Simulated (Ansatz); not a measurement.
**SnCl₂F₂: small, medium and large basis sets**

An exercise on one series of results from a longer session: the logs are not shown, and one member is left open.

The runs use Ansatz 0.2.0, Gaussian basis; one geometry, several basis sets.

The runs, in order: PBE0-D4/def2-SVP; ωB97M-V/def2-SVP; PBE0-D4/def2-QZVPP; ωB97M-V/def2-QZVPP; the functionals' def2-TZVPP values are taken from earlier runs.

### Structure used throughout

The geometry comes from an earlier relaxation with PBE0-D4 in a triple-zeta def2 set; it is a stationary point. Sn takes the def2 core potential; no spin-orbit term is included.

SMILES `[F][Sn]([F])([Cl])[Cl]`, 5 atoms, charge 0, spin multiplicity 1.

Atoms are counted from 1 here; the program's logs count them from 0.

Bond lengths: F1–Sn2 1.887 Å, Sn2–F3 1.887 Å, Sn2–Cl4 2.271 Å, Sn2–Cl5 2.271 Å. Angles: F1–Sn2–F3 105.5°, F1–Sn2–Cl4 109.2°, F1–Sn2–Cl5 109.2°, F3–Sn2–Cl4 109.2°, F3–Sn2–Cl5 109.2°, Cl4–Sn2–Cl5 114.0°.

The first run:

File in.yaml:

```yaml
crystal:
  periodic: [false, false, false]
  atoms:
    - {symbol: F, position_ang: [-0.136042, -0.318488, 1.871498]}
    - {symbol: Sn, position_ang: [0.031627, -0.036636, 0.013573]}
    - {symbol: F, position_ang: [1.508961, -1.080162, -0.523059]}
    - {symbol: Cl, position_ang: [-1.837694, -0.793043, -1.029997]}
    - {symbol: Cl, position_ang: [0.482950, 2.154730, -0.373414]}
basis:
  gaussian: {orbitals: def2-SVP}
hamiltonian: {xc: pbe0, dispersion: d4}
output: {orbitals: {seedname: orbitals}}
```

Launch:

```sh
$ ansatz run in.yaml --threads 4 --pin off --events-out ev --progress --plain --max-ram 10444MiB
```

Steps of the session up to this table: PBE0-D4 in def2-SVP; ωB97M-V in def2-SVP; PBE0-D4 in def2-QZVPP; ωB97M-V in def2-QZVPP.

One of the session's tables, all rows but one given; the rest of the session is left out.

It belongs to the step «Density functionals: the series». 

```
functional       basis  HOMO (eV)  LUMO (eV)
   PBE0-D4    def2-SVP          ?          ?
   PBE0-D4  def2-TZVPP     -10.23      -3.27
   PBE0-D4  def2-QZVPP     -10.23      -3.29
   ωB97M-V    def2-SVP     -12.29      -0.93
   ωB97M-V  def2-TZVPP     -12.49      -1.14
   ωB97M-V  def2-QZVPP     -12.51      -1.23
```

Estimate the missing values for PBE0-D4, def2-SVP.

**Answer.** HOMO (eV): -10.08; LUMO (eV): -3.15. In the column «HOMO (eV)» it is the highest.
